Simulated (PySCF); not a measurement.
# GeH3SCl (SMILES [SH][GeH2][Cl]) at MP2/ANO-RCC-MB (sfX2C)

Aim: the vertical singlet–triplet gap of GeH3SCl at MP2/ANO-RCC-MB (sfX2C), from 2 runs. Input form: a Python script.

The calculation is run with PySCF 2.14.0.

## 1. Starting point

GeH3SCl has 6 atoms, charge 0, and is taken as a singlet. As SMILES, `[SH][GeH2][Cl]`. The coordinates come from a PBE0-D4/def2-TZVP relaxation. This is one conformer, not always the lowest.

Bond lengths: S1–Ge2 2.205 Å, Ge2–Cl3 2.156 Å, S1–H4 1.343 Å, Ge2–H5 1.532 Å, Ge2–H6 1.530 Å. Angles: S1–Ge2–Cl3 110.8°, S1–Ge2–H5 111.4°, S1–Ge2–H6 106.8°, Cl3–Ge2–H5 105.9°, Cl3–Ge2–H6 107.6°, Ge2–S1–H4 94.0°, H5–Ge2–H6 114.3°.

## 2. The energy at MP2/ANO-RCC-MB (sfX2C)

Input file job.py:

```python
from pyscf import gto, mp

mol = gto.M(
    atom='''
S     -1.173700    -1.328000    -0.086900
Ge     0.432700     0.138800     0.275500
Cl    -0.360100     2.143100     0.341600
H     -1.332800    -0.975800    -1.373400
H      1.461900     0.131100    -0.858600
H      1.014100    -0.173200     1.655700
''',
    max_memory=1860,
    spin=0,
    basis='ano-rcc-mb',
    verbose=3,
)

calc0 = mol.RHF()
calc0 = calc0.sfx2c1e()
calc0.conv_tol = 1e-10
calc0.kernel()
if not calc0.converged:
    calc0 = calc0.newton().run(calc0.mo_coeff, calc0.mo_occ)

pt = mp.MP2(calc0, frozen=19).run()
e_final = pt.e_tot
print('E = %.10f Eh' % e_final)
```

On the command line:

```console
$ OMP_NUM_THREADS=1 python job.py
```

Log:

```text
converged SCF energy = -2958.2823158632
E(RMP2) = -2958.3415481469  E_corr = -0.0592322836962942
E(SCS-RMP2) = -2958.34907400142  E_corr = -0.0667581382186509
E = -2958.3415481469 Eh
```

It took 5.7 s on 1 thread of Arm Neoverse V1, shared host; peak memory 0.15 GiB.

## 3. The triplet

Input file mol.xyz:

```xyz
6

S     -1.173700    -1.328000    -0.086900
Ge     0.432700     0.138800     0.275500
Cl    -0.360100     2.143100     0.341600
H     -1.332800    -0.975800    -1.373400
H      1.461900     0.131100    -0.858600
H      1.014100    -0.173200     1.655700
```

Input file calc.py:

```python
from pyscf import gto, scf, mp

mol = gto.Mole()
mol.atom = 'mol.xyz'
mol.basis = 'ano-rcc-mb'
mol.spin = 2
mol.max_memory = 1860
mol.charge = 0
mol.verbose = 4
mol.build()

mf = scf.UHF(mol)
mf = mf.sfx2c1e()
mf.conv_tol = 1e-10
mf.kernel()
if not mf.converged:
    mf = mf.newton().run(mf.mo_coeff, mf.mo_occ)

pt = mp.MP2(mf, frozen=19).run()
etot = pt.e_tot
print('Final energy', etot)
```

On the command line:

```console
$ OMP_NUM_THREADS=1 python calc.py
```

Log:

```text
PySCF version 2.14.0

[INPUT] num. atoms = 6
[INPUT] num. electrons = 68
[INPUT] charge = 0
[INPUT] spin (= nelec alpha-beta = 2S) = 2
[INPUT] symmetry False subgroup None
[INPUT] Mole.unit = angstrom
[INPUT] Symbol           X                Y                Z      unit          X                Y                Z       unit  Magmom
[INPUT]  1 S     -1.173700000000  -1.328000000000  -0.086900000000 AA   -2.217971552402  -2.509556293422  -0.164217200225 Bohr   0.0
[INPUT]  2 Ge     0.432700000000   0.138800000000   0.275500000000 AA    0.817684494099   0.262293986090   0.520619547318 Bohr   0.0
[INPUT]  3 Cl    -0.360100000000   2.143100000000   0.341600000000 AA   -0.680490377456   4.049872057555   0.645530444151 Bohr   0.0
[INPUT]  4 H     -1.332800000000  -0.975800000000  -1.373400000000 AA   -2.518626978820  -1.843994752351  -2.595349859478 Bohr   0.0
[INPUT]  5 H      1.461900000000   0.131100000000  -0.858600000000 AA    2.762590621502   0.247743094930  -1.622518850552 Bohr   0.0
[INPUT]  6 H      1.014100000000  -0.173200000000   1.655700000000 AA    1.916371262921  -0.327300564775   3.128819544442 Bohr   0.0

nuclear repulsion = 345.738260852754
number of shells = 10
number of NR pGTOs = 256
number of NR cGTOs = 39
basis = ano-rcc-mb
ecp = {}

******** <class 'pyscf.x2c.sfx2c1e.sfX2C1eUHF'> ********
method = sfX2C1eUHF
initial guess = minao
damping factor = 0
level_shift factor = 0
DIIS = <class 'pyscf.scf.diis.CDIIS'>
diis_start_cycle = 1
diis_space = 8
diis_damp = 0
SCF conv_tol = 1e-10
SCF conv_tol_grad = None
SCF max_cycles = 50
direct_scf = True
direct_scf_tol = 1e-13
number electrons alpha = 35  beta = 33

******** <class 'pyscf.x2c.sfx2c1e.SpinFreeX2CHelper'> ********
approx = 1e
xuncontract = 1
Set gradient conv threshold to 1e-05
init E= -2958.53779316713
[... the frontier-level lines of each cycle are left out ...]


cycle= 1 E= -2958.01566796721  delta_E= 0.522  |g|= 0.158  |ddm|=  2.8
cycle= 2 E= -2958.06733116554  delta_E= -0.0517  |g|= 0.0543  |ddm|= 0.787
cycle= 3 E= -2958.07760277687  delta_E= -0.0103  |g|= 0.0305  |ddm|= 0.362
cycle= 4 E= -2958.0831026811  delta_E= -0.0055  |g|= 0.0171  |ddm|= 0.373
cycle= 5 E= -2958.08520542518  delta_E= -0.0021  |g|= 0.0108  |ddm|= 0.253
cycle= 6 E= -2958.08631896196  delta_E= -0.00111  |g|= 0.00442  |ddm|= 0.258
cycle= 7 E= -2958.0864879155  delta_E= -0.000169  |g|= 0.00151  |ddm|= 0.106
cycle= 8 E= -2958.08650334359  delta_E= -1.54e-05  |g|= 0.000704  |ddm|= 0.0209
cycle= 9 E= -2958.08650715029  delta_E= -3.81e-06  |g|= 0.000464  |ddm|= 0.00575
cycle= 10 E= -2958.08650938642  delta_E= -2.24e-06  |g|= 0.000339  |ddm|= 0.00446
cycle= 11 E= -2958.08651157999  delta_E= -2.19e-06  |g|= 0.00014  |ddm|= 0.00869
cycle= 12 E= -2958.08651187997  delta_E= -3e-07  |g|= 5.7e-05  |ddm|= 0.00323
cycle= 13 E= -2958.08651190763  delta_E= -2.77e-08  |g|= 2.34e-05  |ddm|= 0.00124
cycle= 14 E= -2958.08651191041  delta_E= -2.78e-09  |g|= 8.41e-06  |ddm|= 0.000302
cycle= 15 E= -2958.08651191072  delta_E= -3.11e-10  |g|= 1.63e-06  |ddm|= 0.00011
cycle= 16 E= -2958.08651191073  delta_E= -1.05e-11  |g|= 6.09e-07  |ddm|= 1.13e-05
Extra cycle  E= -2958.08651191072  delta_E= 2.73e-12  |g|= 4.03e-07  |ddm|= 2.26e-06
converged SCF energy = -2958.08651191072  <S^2> = 2.0109469  2S+1 = 3.0072891

******** <class 'pyscf.mp.ump2.UMP2'> ********
nocc = (np.int64(16), np.int64(14)), nmo = (20, 20)
frozen orbitals 19
E(UMP2) = -2958.13462654561  E_corr = -0.0481146348833391
E(SCS-UMP2) = -2958.14112701702  E_corr = -0.0546151063004253
E_corr(same-spin) = -0.00360283333797884
E_corr(oppo-spin) = -0.0445118015453603
Final energy -2958.134626545607
```

Wall time 5.7 s (1 thread of Arm Neoverse V1, shared host); peak memory 0.15 GiB.

## 4. What came out

Level: MP2/ANO-RCC-MB (sfX2C), 19 core orbitals frozen.

| quantity | value |
| --- | --- |
| singlet: total energy | -2958.34155 Eh |
| singlet: dipole moment (Hartree–Fock density) | 2.45 D |
| singlet: HOMO energy (Hartree–Fock orbitals) | -11.55 eV |
| singlet: LUMO energy (Hartree–Fock orbitals) | 2.40 eV |
| singlet: HOMO–LUMO gap (Hartree–Fock orbitals) | 13.96 eV |
| singlet: correlation energy (19 core orbitals frozen) | -59.2 mEh |
| triplet: total energy | -2958.13463 Eh |
| triplet: dipole moment (Hartree–Fock density) | 4.71 D |
| triplet: HOMO energy (Hartree–Fock orbitals) (highest over α and β) | -5.54 eV |
| triplet: LUMO energy (Hartree–Fock orbitals) (lowest over α and β) | -2.35 eV |
| triplet: correlation energy (19 core orbitals frozen) | -48.1 mEh |
| triplet: ⟨S²⟩ of the reference determinant | 2.011 |
| vertical energy of the triplet above the singlet | 5.631 eV |

At this shape the triplet lies 5.63 eV (130 kcal/mol) above the singlet. In a minimal basis such a difference can be off by several eV, whatever the method.
